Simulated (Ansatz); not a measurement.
**C₃H₇ClSi: one species, many methods**

One table from this session's results is given with a row withheld; the runs are named, their logs left out.

The runs use Ansatz 0.2.0, Gaussian basis; functionals in def2-TZVPP, the program's frozen cores in correlated methods.

The runs, in order: LDA (SPW92), PBE-D4, revPBE-D4, BLYP-D4, r2SCAN-D4, B97M-V, PBE0-D4, B3LYP-D4, r2SCANh-D4, r2SCAN0-D4, HSE06-D4, BHLYP-D4, CAM-B3LYP-D4, LC-ωPBE, ωB97X-V, ωB97M-V, B2PLYP, PBE-QIDH; CCSD(T)/def2-SVP; CCSD(T)/def2-TZVPP; MP2/def2-QZVPP; extrapolation to the limit; RPA on PBE.

**Structure used throughout**

The geometry comes from an earlier relaxation with PBE0-D4 in a triple-zeta def2 set; it is a stationary point, not always the lowest conformer.

SMILES `ClC[SiH]1CC1`, 12 atoms, charge 0, spin multiplicity 1.

Atoms are counted from 1 here; the program's logs count them from 0.

Bond lengths: Cl1–C2 1.789 Å, C2–Si3 1.873 Å, C2–H6 1.090 Å, C2–H7 1.090 Å, Si3–C4 1.845 Å, Si3–C5 1.838 Å, Si3–H8 1.477 Å, C4–C5 1.550 Å, C4–H9 1.085 Å, C4–H10 1.086 Å, C5–H11 1.085 Å, C5–H12 1.086 Å. Angles: Cl1–C2–Si3 110.4°, Cl1–C2–H6 107.7°, Cl1–C2–H7 107.1°, Si3–C2–H6 110.6°, Si3–C2–H7 112.4°, H6–C2–H7 108.4°, C2–Si3–C4 118.4°, C2–Si3–C5 119.0°, C2–Si3–H8 114.0°, C4–Si3–C5 49.8°, C4–Si3–H8 120.4°, C5–Si3–H8 120.5°, Si3–C4–C5 64.9°, Si3–C4–H9 119.5°, Si3–C4–H10 119.9°, C5–C4–H9 116.2°, C5–C4–H10 116.1°, H9–C4–H10 112.3° and more.

The first run:

in.yaml

```yaml
crystal:
  periodic: [false, false, false]
  atoms:
    - {symbol: Cl, position_ang: [-2.704905, 0.553087, 1.400367]}
    - {symbol: C, position_ang: [-0.923705, 0.421004, 1.504996]}
    - {symbol: Si, position_ang: [-0.263573, -0.640977, 0.110183]}
    - {symbol: C, position_ang: [1.419540, -0.274019, -0.550516]}
    - {symbol: C, position_ang: [0.244459, 0.165599, -1.461274]}
    - {symbol: H, position_ang: [-0.512823, 1.429495, 1.448030]}
    - {symbol: H, position_ang: [-0.689336, 0.009161, 2.486767]}
    - {symbol: H, position_ang: [-0.782851, -2.023638, 0.108801]}
    - {symbol: H, position_ang: [2.036548, -1.085345, -0.923235]}
    - {symbol: H, position_ang: [2.009843, 0.525281, -0.113216]}
    - {symbol: H, position_ang: [0.139059, -0.370791, -2.398553]}
    - {symbol: H, position_ang: [0.104545, 1.235842, -1.578248]}
basis:
  gaussian: {orbitals: def2-TZVPP}
hamiltonian: {xc: lda}
output: {orbitals: {seedname: orbitals}}
```

Command:

```
$ ansatz run in.yaml --threads 4 --pin off --events-out ev --progress --plain --max-ram 10444MiB
```

Steps of the session up to this table: LDA; PBE-D4 (GGA); revPBE-D4 (GGA); BLYP-D4 (GGA); r2SCAN-D4 (meta-GGA); B97M-V (meta-GGA); B3LYP-D4 (hybrid); r2SCANh-D4 (hybrid); r2SCAN0-D4 (hybrid); HSE06-D4 (hybrid); BHLYP-D4 (hybrid); CAM-B3LYP-D4 (range-separated); LC-ωPBE (range-separated); ωB97X-V (range-separated); ωB97M-V (range-separated); B2PLYP (double hybrid); PBE-QIDH (double hybrid).

One of the session's tables, all rows but one given; the rest of the session is left out.

It belongs to the step «Frontier levels by functional». 

```
  functional  HOMO (eV)  gap (eV)
 LDA (SPW92)      -5.99      4.92
      PBE-D4      -5.85      4.98
   revPBE-D4      -5.80      5.01
     BLYP-D4      -5.71      4.95
   r2SCAN-D4      -6.07      5.47
      B97M-V      -6.10      5.47
     PBE0-D4      -6.99      7.09
    B3LYP-D4      -6.78      6.63
  r2SCANh-D4      -6.49      6.25
  r2SCAN0-D4      -7.13      7.39
    HSE06-D4          ?         ?
    BHLYP-D4      -8.02      9.05
CAM-B3LYP-D4      -8.31      9.45
     LC-ωPBE      -9.65     11.99
     ωB97X-V      -9.30     11.48
     ωB97M-V      -9.16     11.07
```

Q: Estimate the row for HSE06-D4 from the others.

**Answer.** HOMO (eV): -6.59; gap (eV): 6.31. In the column «HOMO (eV)» it lies between B3LYP-D4 (-6.78) and r2SCANh-D4 (-6.49).
